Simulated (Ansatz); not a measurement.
# TiAl: a trigonal deformation path

One table from this session's results is given with a row withheld; the runs are named, their logs left out.

Program: Ansatz 0.2.0. Level of theory: DFT r2SCAN, scalar-relativistic, plane waves, PAW. These are calculated values, not measurements.

## The system as given

It takes space group Pm-3m (No. 221, cubic). Conventional cell: a = 3.179 Å, b = 3.179 Å, c = 3.179 Å, α = 90.00°, β = 90.00°, γ = 90.00°. Ti (site symmetry m-3m) is surrounded by 8 Al at 2.75 Å. Al (site symmetry m-3m) has 8 Ti at 2.75 Å as nearest neighbours.

Coordinates:

```
CELL_PARAMETERS angstrom
3.17906 0.00000 0.00000
0.00000 3.17906 0.00000
0.00000 0.00000 3.17906
ATOMIC_POSITIONS crystal
Ti 0.00000 0.00000 0.00000
Al 0.50000 0.50000 0.50000
```

It goes back to an entry of the Materials Project, which need not be the stable form.

The cell is taken as given, not relaxed at this level.

## Zero of energy

Reference values: F = -3045.4169 eV; pressure -0.80 GPa; largest force 0.000 eV/Å; gap on the mesh none (metal). It was computed beforehand with the settings of the runs below.

The first run:

At fixed volume and fractional coordinates, lengths along (0.577, 0.577, 0.577) are scaled against those across it; ρ is that ratio over its starting value.

Contents of input.yaml:

```yaml
crystal:
  lattice:
    - [3.3378080438, -0.6675616088, -0.6675616088]
    - [-0.6675616088, 3.3378080438, -0.6675616088]
    - [-0.6675616088, -0.6675616088, 3.3378080438]
  atoms:
    - { symbol: Ti, position: [0.0, 0.0, 0.0] }
    - { symbol: Al, position: [0.5, 0.5, 0.5] }
basis:
  ecutwfc: 500
kpoints:
  mp_grid: { grid: [16, 16, 16] }
hamiltonian:
  xc: r2scan
scf:
  occupations: { method: gaussian, width: 0.15 }
output:
  forces: true
  stress: true
  eigenvalues: true
```

The run is started by

```console
$ ansatz run input.yaml --threads 1 --pin off --max-ram 2560MiB --backend cpu --events-out ev --progress --plain --runs-dir out
```

Steps of the session up to this table: Point ρ = 0.500; At ρ = 2.000; Point ρ = 0.710; Point ρ = 1.410; Point ρ = 0.600; Point ρ = 0.850; At ρ = 1.200; Point ρ = 1.700; Point ρ = 0.930; At ρ = 1.080.

One of the session's tables, all rows but one given; the rest of the session is left out.

Collected from the runs (energy zero: the undisturbed cell):

| ρ | ΔE (meV/atom) | pressure (GPa) |
| --- | --- | --- |
| 0.500 | 5895.3 | 70.9 |
| 0.600 | 2854.9 | 40.3 |
| 0.710 | 1148.6 | 17.3 |
| 0.850 | 209.9 | 3.3 |
| 0.930 | 34.5 | 0.0 |
| 1.000 | 0.0 | -0.8 |
| 1.080 | 22.9 | -0.1 |
| 1.200 | 101.4 | 2.8 |
| 1.410 | 291.9 | 7.7 |
| 1.700 | ? | ? |
| 2.000 | 662.4 | 14.2 |

**Question.** Estimate the row for ρ = 1.700.

Worked estimate for «ΔE (meV/atom)». A straight line through the neighbours (1.410, 291.9) and (2.000, 662.4) gives 291.9 + (662.4 − 291.9) × (1.700 − 1.410) / (2.000 − 1.410) = 474.0; a parabola fitted to 3 rows on both sides gives 504.4.

**Answer.** ΔE (meV/atom): 570.3; pressure (GPa): 12.3. In «ΔE (meV/atom)» the line misses by -96.3 and the parabola by -65.9.
